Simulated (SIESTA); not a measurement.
The system is Mg3Te.

```
Te Mg
1.0
    -2.13936    2.13936    5.28249
     2.13936   -2.13936    5.28249
     2.13936    2.13936   -5.28249
Te Mg
1 3
Cartesian
  0.0000 0.0000 0.0000
  2.1394 0.0000 2.6412
  0.0000 2.1394 2.6412
  0.0000 0.0000 5.2825
```

The cell comes from a database or a generator and needn't be the stable form of this composition.

Base run:

| Property | Result |
| --- | --- |
| Program | SIESTA 5.4.2 |
| Functional | PBEsol |
| Potentials or basis | PseudoDojo 0.4 standard (PBEsol files) |
| Basis | TZDP (energy shift 0.003 Ry; two zetas on semicore shells) |
| Grid cutoff | 800 Ry |
| Energy shift | 0.003 Ry |
| k mesh | 9 × 9 × 9 |
| Occupations | fermi-dirac, width 0.05 eV |
| Spin | no spin polarisation |

Its results: band gap on the k mesh none (metal or under the smearing width); pressure -0.4 GPa.

**Question.** The run is repeated on the same cell with these changes: basis from TZDP (energy shift 0.003 Ry; two zetas on semicore shells) to SZP (energy shift 0.003 Ry). What comes out?

**Answer.** Band gap on the k mesh none (metal or under the smearing width); pressure 1.7 GPa.

Caveats: spin-orbit coupling is left out, which moves the levels of the heavy elements; the basis of atomic orbitals isn't converged, which shifts pressures, moduli and gaps.
